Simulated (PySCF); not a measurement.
# ErOF: other functionals and bases at one geometry

Aim: see how levels, charges and forces of ErOF depend on the level of theory. It is a constructed species; whether it can be made isn't addressed.

Method: several levels, as the steps say, no spin–orbit coupling; program: PySCF 2.14.0.

1 further run of the same task is left out (for a known fault of the program).

## 1. Starting geometry

3 atoms, charge 0, spin multiplicity 1.

Bond lengths: Er1–O2 1.811 Å, Er1–F3 2.006 Å. Angles: O2–Er1–F3 112.2°.

As a file:

```xyz
3

Er    0.0251    0.0000   -0.3221
O     1.5192    0.0000    0.7020
F    -1.6497    0.0000    0.7821
```

Formal oxidation states: Er +3. Each metal's 11 4f electrons lie in its core potential, so multiplicities, spins and levels count the valence alone. An earlier session relaxed this geometry at PBE0, Er lcecp-1-SVP with ECP57, O def2-SVP, F def2-SVP (singlet, point group Cs).

At PBE0 on the finer grid: E = -213.073529 Eh, HOMO -6.64 eV, LUMO -2.53 eV, Mulliken charge on Er1 +0.90 e, largest force component 0.016 eV/Å. 

Levels to run: BP86; r2SCAN; PBE0, TZVP. Hardware: 2 threads of Arm Neoverse V1, shared host.

## 2. BP86

run.py (the lines that set the calculation) reads:

```python
mol = gto.M(atom='''
Er     0.02508     0.00000    -0.32211
O      1.51924     0.00000     0.70198
F     -1.64974     0.00000     0.78213''',
    basis={'Er': 'lcecp-1-SVP', 'O': 'def2-SVP', 'F': 'def2-SVP'},
    ecp={'Er': 'lcecp-1-SVP'},
    charge=0, spin=0)
mf = dft.RKS(mol, xc='B88,P86')
mf.grids.atom_grid = (75, 302)  # f atoms: unpruned, at least (60, 302)
mf = mf.density_fit()  # fitting sets: Er AutoAux, O def2-universal-JKFIT, F def2-universal-JKFIT
mf.conv_tol = 1e-08; mf.max_cycle = 55
mf.kernel(dm0)  # dm0: the density of the relaxed state
```

The run is started by

```bash
$ OMP_NUM_THREADS=2 python run.py
```

## 3. r2SCAN

run.py (the lines that set the calculation): that of step 2 with these lines changed.

```diff
@@ -7,3 +7,3 @@
     charge=0, spin=0)
-mf = dft.RKS(mol, xc='B88,P86')
+mf = dft.RKS(mol, xc='R2SCAN')
 mf.grids.atom_grid = (75, 302)  # f atoms: unpruned, at least (60, 302)
```

## 4. PBE0, TZVP

Basis: Er lcecp-1-TZVP with ECP57, O def2-TZVP, F def2-TZVP. 

run.py (the lines that set the calculation) reads:

```python
mol = gto.M(atom='''
Er     0.02508     0.00000    -0.32211
O      1.51924     0.00000     0.70198
F     -1.64974     0.00000     0.78213''',
    basis={'Er': 'lcecp-1-TZVP', 'O': 'def2-TZVP', 'F': 'def2-TZVP'},
    ecp={'Er': 'lcecp-1-TZVP'},
    charge=0, spin=0)
mf = dft.RKS(mol, xc='PBE0')
mf.grids.atom_grid = (75, 302)  # f atoms: unpruned, at least (60, 302)
mf = mf.density_fit()  # fitting sets: Er AutoAux, O def2-universal-JKFIT, F def2-universal-JKFIT
mf.conv_tol = 1e-08; mf.max_cycle = 55
mf.kernel(dm0)  # dm0: free metal ions and neutral atoms
```

Q: Predict the outcome of this session. Wanted: for each run, HOMO; gap; charge on Er1; dipole; largest force.

The runs gave:

| level | state | HOMO (eV) | gap (eV) | charge on Er1 (e) | dipole (D) | largest force (eV/Å) | basis functions | time |
| --- | --- | --- | --- | --- | --- | --- | --- | --- |
| PBE0 (relaxed here) | singlet | -6.64 | 4.10 | 0.90 | 7.59 | 0.02 | 61 | 3.3 s |
| BP86 | singlet | -5.30 | 2.26 | 0.75 | 6.92 | 0.78 | 61 | 1.8 s |
| r2SCAN | singlet | -5.40 | 2.72 | 0.88 | 7.37 | 0.49 | 61 | 2.2 s |
| PBE0, TZVP | singlet | -6.62 | 4.11 | 1.29 | 7.86 | 0.17 | 109 | 4.9 s |

Times are on 2 threads of Arm Neoverse V1, shared host; the first row also made further properties.

In one basis the HOMO–LUMO gap runs from 2.26 eV (BP86) to 4.10 eV (PBE0). The largest leftover force, 0.78 eV/Å with BP86, stands at a geometry relaxed at another level. The Mulliken charge on Er spans +0.75 to +1.29 e over the levels. With 4f in the core, its levels are missing from HOMO and gap. Total energies of different levels can't be compared. Spin–orbit coupling is left out throughout.
